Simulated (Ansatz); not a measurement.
# C3H7AlO: one species, many methods

One table from this session's results is given with a row withheld; the runs are named, their logs left out.

Program: Ansatz 0.2.0, Gaussian basis. Level of theory: functionals in def2-TZVPP, the program's frozen cores in correlated methods. These are calculated values, not measurements.

Levels to be run: PBE-D4, r2SCAN-D4, PBE0-D4, B3LYP-D4, ωB97X-V, ωB97M-V, B2PLYP; CCSD(T)/def2-TZVPP; MP2/def2-QZVPP; extrapolation to the limit.

### The relaxed structure

All runs share one geometry, relaxed beforehand with PBE0-D4 in a triple-zeta def2 set.

SMILES `O[C]1([AlH2])CC1`, 12 atoms, charge 0, spin multiplicity 1.

Atoms are counted from 1 here; the program's logs count them from 0.

Bond lengths: O1–C2 1.417 Å, O1–H6 0.960 Å, C2–Al3 1.946 Å, C2–C4 1.511 Å, C2–C5 1.522 Å, Al3–H7 1.590 Å, Al3–H8 1.588 Å, C4–C5 1.485 Å, C4–H9 1.083 Å, C4–H10 1.084 Å, C5–H11 1.084 Å, C5–H12 1.084 Å. Angles: C2–O1–H6 108.2°, O1–C2–Al3 118.7°, O1–C2–C4 111.2°, O1–C2–C5 114.7°, Al3–C2–C4 118.3°, Al3–C2–C5 120.7°, C4–C2–C5 58.6°, C2–Al3–H7 118.0°, C2–Al3–H8 120.4°, H7–Al3–H8 121.6°, C2–C4–C5 61.1°, C2–C4–H9 114.4°, C2–C4–H10 119.3°, C5–C4–H9 117.2°, C5–C4–H10 119.2°, H9–C4–H10 115.0°, C2–C5–C4 60.3°, C2–C5–H11 114.9° and more.

Set-up of the first run:

File in.yaml:

```yaml
crystal:
  periodic: [false, false, false]
  atoms:
    - {symbol: O, position_ang: [-1.632697, 0.552403, 0.453222]}
    - {symbol: C, position_ang: [-0.349583, 0.040012, 0.138954]}
    - {symbol: Al, position_ang: [0.114317, -1.751284, 0.740907]}
    - {symbol: C, position_ang: [0.704931, 1.118691, 0.218212]}
    - {symbol: C, position_ang: [0.280310, 0.625901, -1.116956]}
    - {symbol: H, position_ang: [-2.285542, 0.047579, -0.038025]}
    - {symbol: H, position_ang: [1.630620, -2.212096, 0.615413]}
    - {symbol: H, position_ang: [-1.006260, -2.724985, 1.306062]}
    - {symbol: H, position_ang: [0.332770, 2.087138, 0.530074]}
    - {symbol: H, position_ang: [1.693844, 0.868716, 0.584632]}
    - {symbol: H, position_ang: [-0.370896, 1.269940, -1.696108]}
    - {symbol: H, position_ang: [0.965385, 0.022985, -1.702487]}
basis:
  gaussian: {orbitals: def2-TZVPP}
hamiltonian: {xc: pbe, dispersion: d4}
output: {forces: true, orbitals: {seedname: orbitals}}
```

On the command line:

```bash
> ansatz run in.yaml --threads 4 --pin off --events-out ev --progress --plain --max-ram 10444MiB
```

Steps of the session up to this table: PBE-D4 (GGA); r2SCAN-D4 (meta-GGA); PBE0-D4 (hybrid); B3LYP-D4 (hybrid); ωB97X-V (range-separated); ωB97M-V (range-separated); B2PLYP (double hybrid); CCSD(T) in def2-TZVPP; MP2 in def2-QZVPP.

One of the session's tables, all rows but one given; the rest of the session is left out.

| method | atomisation energy (kJ/mol) |
| --- | --- |
| PBE-D4 | 4487.2 |
| r2SCAN-D4 | 4411.5 |
| PBE0-D4 | 4413.0 |
| B3LYP-D4 | ? |
| ωB97X-V | 4412.0 |
| ωB97M-V | 4410.9 |
| B2PLYP | 4341.6 |
| HF/def2-TZVPP | 3180.2 |
| MP2/def2-TZVPP | 4360.0 |
| CCSD/def2-TZVPP | 4218.2 |
| CCSD(T)/def2-TZVPP | 4283.6 |
| MP2/CBS | 4470.3 |
| CCSD(T)/CBS | 4393.9 |

Q: Estimate the row for B3LYP-D4 from the others.

As computed: atomisation energy (kJ/mol): 4383.9. In the column «atomisation energy (kJ/mol)» it lies between MP2/def2-TZVPP (4360.0) and CCSD(T)/CBS (4393.9).
